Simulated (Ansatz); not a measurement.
**C2H5FO2Si: a ladder of functionals and wavefunction methods**

Aim: compute C2H5FO2Si with functionals from several rungs and with coupled cluster. The yardstick is the atomisation energy at the CCSD(T) limit.

Computed with Ansatz 0.2.0, Gaussian basis. Level: functionals in def2-TZVPP, the program's frozen cores in correlated methods.

Plan: LDA (SPW92), PBE-D4, revPBE-D4, BLYP-D4, r2SCAN-D4, B97M-V, PBE0-D4, B3LYP-D4, r2SCANh-D4, r2SCAN0-D4, HSE06-D4, BHLYP-D4, CAM-B3LYP-D4, LC-ωPBE, ωB97X-V, ωB97M-V, B2PLYP, PBE-QIDH; CCSD(T)/def2-SVP; CCSD(T)/def2-TZVPP; MP2/def2-QZVPP; extrapolation to the limit; RPA on PBE.

**1. The relaxed structure**

An earlier PBE0-D4 in a triple-zeta def2 set relaxation fixed the geometry.

SMILES `C=C(F)[SiH](O)O`, 11 atoms, charge 0, spin multiplicity 1.

Atoms are counted from 1 here; the program's logs count them from 0.

Bond lengths: C1–C2 1.322 Å, C1–H7 1.084 Å, C1–H8 1.082 Å, C2–F3 1.363 Å, C2–Si4 1.880 Å, Si4–O5 1.632 Å, Si4–O6 1.638 Å, Si4–H9 1.476 Å, O5–H10 0.959 Å, O6–H11 0.959 Å. Angles: C2–C1–H7 122.1°, C2–C1–H8 119.1°, H7–C1–H8 118.8°, C1–C2–F3 118.9°, C1–C2–Si4 127.5°, F3–C2–Si4 113.5°, C2–Si4–O5 110.4°, C2–Si4–O6 106.8°, C2–Si4–H9 111.7°, O5–Si4–O6 111.2°, O5–Si4–H9 105.1°, O6–Si4–H9 111.7°, Si4–O5–H10 117.5°, Si4–O6–H11 117.0°.

**2. LDA**

This LDA is Slater exchange with PW92 correlation.

Contents of in.yaml:

```yaml
crystal:
  periodic: [false, false, false]
  atoms:
    - {symbol: C, position_ang: [1.257308, -1.379538, 0.234884]}
    - {symbol: C, position_ang: [0.496640, -0.398397, 0.690099]}
    - {symbol: F, position_ang: [0.238920, -0.329867, 2.026721]}
    - {symbol: Si, position_ang: [-0.328629, 0.966520, -0.304915]}
    - {symbol: O, position_ang: [-0.429276, 0.541143, -1.877231]}
    - {symbol: O, position_ang: [-1.815638, 1.194155, 0.344063]}
    - {symbol: H, position_ang: [1.686340, -2.128307, 0.891587]}
    - {symbol: H, position_ang: [1.465414, -1.434392, -0.825921]}
    - {symbol: H, position_ang: [0.469003, 2.208881, -0.293191]}
    - {symbol: H, position_ang: [-1.021799, -0.177589, -2.105146]}
    - {symbol: H, position_ang: [-1.952983, 0.880392, 1.239750]}
basis:
  gaussian: {orbitals: def2-TZVPP}
hamiltonian: {xc: lda}
output: {orbitals: {seedname: orbitals}}
```

After this run come: PBE-D4 (GGA); revPBE-D4 (GGA); BLYP-D4 (GGA); r2SCAN-D4 (meta-GGA); B97M-V (meta-GGA); PBE0-D4 (hybrid); B3LYP-D4 (hybrid); r2SCANh-D4 (hybrid); r2SCAN0-D4 (hybrid); HSE06-D4 (hybrid); BHLYP-D4 (hybrid); CAM-B3LYP-D4 (range-separated); LC-ωPBE (range-separated); ωB97X-V (range-separated); ωB97M-V (range-separated); B2PLYP (double hybrid); PBE-QIDH (double hybrid); CCSD(T) in def2-SVP; CCSD(T) in def2-TZVPP; MP2 in def2-QZVPP; RPA on PBE orbitals.

Q: Predict the results of all the runs planned. Wanted: atomisation energy, CCSD(T)/CBS; farthest beyond LDA; mean size of error, GGA; mean size of error, meta-GGA; mean size of error, hybrid; mean size of error, range-separated; mean size of error, double hybrid; gap, smallest and largest; T1 diagnostic.

The runs gave:

| quantity | value |
| --- | --- |
| atomisation energy, CCSD(T)/CBS | 4470.8 kJ/mol |
| functionals within 22.4 kJ/mol (0.5 %) | BLYP-D4, r2SCAN-D4, B97M-V, CAM-B3LYP-D4, ωB97X-V, ωB97M-V |
| farthest beyond LDA | BHLYP-D4 (-194.7 kJ/mol) |
| mean size of error, GGA | 46.6 kJ/mol |
| mean size of error, meta-GGA | 8.0 kJ/mol |
| mean size of error, hybrid | 70.0 kJ/mol |
| mean size of error, range-separated | 11.6 kJ/mol |
| mean size of error, double hybrid | 60.1 kJ/mol |
| gap, smallest and largest | 5.13 eV (LDA (SPW92)), 12.44 eV (LC-ωPBE) |
| T1 diagnostic | 0.0124 |
| triples share of the correlation energy | 3.6 % |

The LDA atomisation energy is off by 695.6 kJ/mol (16 %): it overbinds. PBE-D4 misses by +87.1 kJ/mol. Double hybrids carry the basis error of their MP2 part in triple zeta, and no dispersion term here, so their miss is partly the set-up's. The rungs meta-GGA, range-separated miss on average by less than the doubt on the reference (22.4 kJ/mol), so they tie. Misses under about 22.4 kJ/mol are within the doubt on the reference itself, which lacks core-valence correlation, relativity and higher excitations. Hartree-Fock recovers 71 % of the binding; the rest is correlation. CCSD(T) in def2-SVP is off by -318.9 kJ/mol, worse than the median functional, from the basis alone. The gap grows from 5.1 to 12.4 eV across the functionals, mostly with the share of exact exchange.
